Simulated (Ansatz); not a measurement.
CH4AlNS, SMILES C1[NH][AlH][S]1, an atomisation energy

Computed with the Ansatz DFT code, driven from Python.

At the Python prompt:
```pycon
>>> from collections import Counter
>>> import ansatz as az
>>> from ase import Atoms
>>> params = {
...     "basis": "def2-TZVPP",
...     "xc": "pbe0",
... }
>>> def total_energy(molecule, charge=0, unpaired=0):
...     calc = (
...         molecule.calculation()
...         .basis(gaussian=params["basis"])
...         .functional(params["xc"])
...     )
...     if charge:
...         calc = calc.charge(charge)
...     if unpaired:
...         calc = calc.spin("collinear", total=unpaired)
...     return calc.run().report["free_energy_ev"]
...
>>> atoms = Atoms(["C", "N", "Al", "S", "H", "H", "H", "H"], positions=[
...     [-0.348, 0.7964, -0.4446],
...     [0.8954, 0.2729, -0.0736],
...     [0.3148, -1.5391, 0.0609],
...     [-1.4585, -0.5648, -0.6582],
...     [-0.2963, 1.3746, -1.4385],
...     [-0.7847, 1.5487, 0.323],
...     [1.1639, 0.5977, 0.8981],
...     [0.6056, -2.5434, 1.277],
... ])
>>> system = az.Crystal.molecule_from_ase(atoms)
>>> # Hund ground states
>>> unpaired = {"C": 2, "N": 3, "Al": 1, "S": 2, "H": 1}
>>> counts = Counter(site.symbol for site in system.cartesian_sites)
>>> atom_energy = {s: total_energy(az.Crystal.molecule().atom(s, (0, 0, 0)), 0, unpaired[s]) for s in counts}
>>> whole = total_energy(system, 0, 0)
>>> for s, e in atom_energy.items():
...     print(f"{s:2s} x{counts[s]}  {e:14.5f} eV")
...
C  x1     -1028.73662 eV
N  x1     -1484.21287 eV
Al x1     -6591.93071 eV
S  x1    -10829.41727 eV
H  x4       -13.63389 eV
>>> print(f"CH4AlNS: {whole:.5f} eV")
CH4AlNS: -20016.37813 eV
>>> split = sum(counts[s] * e for s, e in atom_energy.items()) - whole
>>> print(f"atomisation energy (no zero-point term): {23.060548 * split:.1f} kcal/mol, {split / sum(counts.values()):.3f} eV an atom")
atomisation energy (no zero-point term): 635.2 kcal/mol, 3.443 eV an atom
```

635.2 kcal/mol from the electronic energies, without the zero-point term.

Reading the output:
- Total energies depend on the basis set; only differences at equal settings carry meaning.
- The geometry is a force-field or estimated start, not a minimum of this method, and the basis set is short of its limit. All parts are taken at fixed geometry, without zero-point energy.
- Hardware and time: 6.3 s on 1 thread of Arm Neoverse V2, with other jobs on the host, peak memory 0.42 GiB.
